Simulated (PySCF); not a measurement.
# ZnBr+, a cluster of ions: interaction energy

The task here is to estimate one member of a computed series from the others.

Computed with PySCF 2.14.0; each step states its level. No surroundings beyond the atoms listed, unless a continuum is named. Atoms count from 0, parts from 1.

### The system as given

2 atoms, charge 1, multiplicity 1; geometry: GFN2-xTB. Parts: 1 = atom 0, `[Zn+2]`, charge 2; 2 = atom 1, `[Br-]`, charge -1.

The first run:

The job: settings as JSON, then the geometry in Å.

```
{"job": {"xc": "PBE0", "basis": "def2-SVPD", "d3": "d3bj", "grid": 2, "kind": "geom", "shake": 0.01}, "charge": 1, "multiplicity": 1, "parts": [{"atoms": "0-0", "charge": 2, "multiplicity": 1}, {"atoms": "1-1", "charge": -1, "multiplicity": 1}]}
Zn    -0.045248     0.043276     0.070776
Br    -1.296890     1.349130     1.307510
```

On the command line:

```bash
$ OMP_NUM_THREADS=1 python cluster_run.py task.json out
```

This one command runs all jobs of the session in turn.

Among the steps run: Optimising the geometry at PBE0-D3(BJ)/def2-SVPD; Coupled-cluster interaction energy: CCSD(T) and MP2.

One of the session's tables, all rows but one given; the rest of the session is left out.

It belongs to the step «Coupled-cluster interaction energy: CCSD(T) and MP2». 

```
                 method  interaction energy (kcal/mol)
         HF/aug-cc-pVDZ                        -352.47
        MP2/aug-cc-pVDZ                        -377.50
       CCSD/aug-cc-pVDZ                        -374.37
    CCSD(T)/aug-cc-pVDZ                        -377.88
         HF/aug-cc-pVTZ                        -354.93
        MP2/aug-cc-pVTZ                              ?
    SCS-MP2/aug-cc-pVTZ                        -377.07
      MP2, extrapolated                        -382.42
CCSD(T), limit estimate                        -382.80
```

**Question.** Estimate the row for MP2/aug-cc-pVTZ.

The run gave: interaction energy (kcal/mol): -381.69. In the column «interaction energy (kcal/mol)» it lies between MP2, extrapolated (-382.42) and CCSD(T)/aug-cc-pVDZ (-377.88).
